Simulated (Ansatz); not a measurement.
# Os: the cost of one run

All numbers are computed with Ansatz 0.2.0 through its Python package. Level of theory: DFT LDA, plane waves, norm-conserving potentials.

This is Os in the fcc structure; at room conditions it is hcp.

## 1. Starting point

The structure is cubic, space group Fm-3m (No. 225). The conventional cell has a = 3.890 Å, b = 3.890 Å, c = 3.890 Å, α = 90.00°, β = 90.00°, γ = 90.00°. Os (site symmetry m-3m) has 12 Os at 2.75 Å as nearest neighbours.

os.xyz, read by the script:

```xyz
1
Lattice="0.0 1.945 1.945 1.945 0.0 1.945 1.945 1.945 0.0" Properties=species:S:1:pos:R:3 pbc="T T T"
Os    0.00000000    0.00000000    0.00000000
```

## 2. Script

File run_fold.py:

```python
"""Band folding check for Os."""

import ansatz as az
import pandas as pd


def main() -> None:
    xtal = az.Crystal.from_extxyz("os.xyz")

    # the mesh shrinks as the cell grows, so that all cells sample the same points
    mesh = (8, 8, 8)
    rows = []
    for repeats in [(1, 1, 1), (1, 2, 1), (2, 2, 1)]:
        model = (
            xtal.supercell(*repeats).calculation()
            .pseudopotentials("nc")
            .functional("lda")
            .mixing("broyden")
            .occupations("fermi_dirac", width=300 * az.meV)
            .initial_density(normalization="cell")
            .kpoints(*(k // n for k, n in zip(mesh, repeats)))
        )
        report = model.run(threads=1, backend="cpu").report
        n = len(report["lattice"]["sites"])
        rows.append((repeats, n, report["free_energy_ev"] / n, report["fermi_energy_ev"], report["n_kpoints"], report["n_symmetry_ops"]))
    print(pd.DataFrame(rows, columns=["repeats", "atoms", "F/atom eV", "Fermi level eV", "k-points", "symmetry operations"]).round(4).to_string(index=False))


if __name__ == "__main__":
    main()
```

## 3. The calls as engine input

The package turns the script's settings into the engine's input (first run):

```yaml
crystal:
  lattice:
    - [0.0, 1.945, 1.945]
    - [1.945, 0.0, 1.945]
    - [1.945, 1.945, 0.0]
  atoms:
    - { symbol: Os, position: [0.0, 0.0, 0.0] }
kpoints:
  mp_grid:
    grid: [8, 8, 8]
hamiltonian:
  xc: lda
  pseudopotentials:
    kind: nc
scf:
  mixing:
    algorithm: broyden
  occupations:
    method: fermi_dirac
    width: 0.3
  initial_density:
    normalization: cell
```

## 4. Running it

On the command line:

```
> python run_fold.py
```

Q: Estimate wall time and peak memory on 1 thread of Intel Xeon Platinum 8375C at 2.90GHz (Ice Lake), shared host.

About 15 s, with a peak of 0.56 GiB.
